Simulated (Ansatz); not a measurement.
# C3H7F3Si: the cost of one run

Method: RKS BHLYP/def2-SVP, in Ansatz 0.2.0.

## 1. Starting point

Bond lengths: C1–Si2 1.866 Å, Si2–F3 1.586 Å, Si2–C4 1.836 Å, C4–C5 1.518 Å, C4–F6 1.439 Å, C4–F7 1.350 Å, C1–H8 1.116 Å, C1–H9 1.142 Å, C1–H10 1.038 Å, Si2–H11 1.512 Å, C5–H12 1.108 Å, C5–H13 1.089 Å, C5–H14 1.119 Å. Angles (14 of 24 angles, heavy atoms first): C1–Si2–F3 105.1°, C1–Si2–C4 115.3°, F3–Si2–C4 106.8°, Si2–C4–C5 118.7°, Si2–C4–F6 106.9°, Si2–C4–F7 111.3°, C5–C4–F6 104.5°, C5–C4–F7 110.5°, F6–C4–F7 103.4°, C1–Si2–H11 108.0°, F3–Si2–H11 108.8°, C4–Si2–H11 112.5°, Si2–C1–H8 107.9°, Si2–C1–H9 106.2°.

As a file:

```xyz
14

C    -0.1554   -2.0380    0.1481
Si    0.5564   -0.4763    0.8815
F     2.0678   -0.4471    0.4010
C    -0.2153    1.0856    0.3013
C    -0.0779    1.4682   -1.1612
F    -1.6335    0.9554    0.5092
F     0.1229    2.1242    1.0949
H    -0.1209   -1.9421   -0.9631
H    -1.2501   -2.0704    0.4705
H     0.3220   -2.8940    0.4897
H     0.5275   -0.6116    2.3873
H     0.9959    1.6748   -1.3421
H    -0.4958    0.7331   -1.8474
H    -0.6565    2.4091   -1.3410
```

## 2. Relaxing end A

input.yaml

```yaml
crystal:
  periodic: [false, false, false]
  atoms:
    - { symbol: C, position_ang: [-0.1554, -2.038, 0.1481] }
    - { symbol: Si, position_ang: [0.5564, -0.4763, 0.8815] }
    - { symbol: F, position_ang: [2.0678, -0.4471, 0.401] }
    - { symbol: C, position_ang: [-0.2153, 1.0856, 0.3013] }
    - { symbol: C, position_ang: [-0.0779, 1.4682, -1.1612] }
    - { symbol: F, position_ang: [-1.6335, 0.9554, 0.5092] }
    - { symbol: F, position_ang: [0.1229, 2.1242, 1.0949] }
    - { symbol: H, position_ang: [-0.1209, -1.9421, -0.9631] }
    - { symbol: H, position_ang: [-1.2501, -2.0704, 0.4705] }
    - { symbol: H, position_ang: [0.322, -2.894, 0.4897] }
    - { symbol: H, position_ang: [0.5275, -0.6116, 2.3873] }
    - { symbol: H, position_ang: [0.9959, 1.6748, -1.3421] }
    - { symbol: H, position_ang: [-0.4958, 0.7331, -1.8474] }
    - { symbol: H, position_ang: [-0.6565, 2.4091, -1.341] }
basis:
  gaussian: { orbitals: def2-SVP }
hamiltonian:
  xc: { name: BHLYP }
relax:
  f_tol: 0.015
  max_steps: 40
```

The run is started by

```sh
$ ansatz run input.yaml --threads 2 --pin off --max-ram 3072MiB --backend cpu --events-out ev --progress --plain --runs-dir out
```

**Question.** How long does this run take on 2 threads of Arm Neoverse V2, shared host, and how much memory does it need?

About 28 s, with a peak of 0.39 GiB.
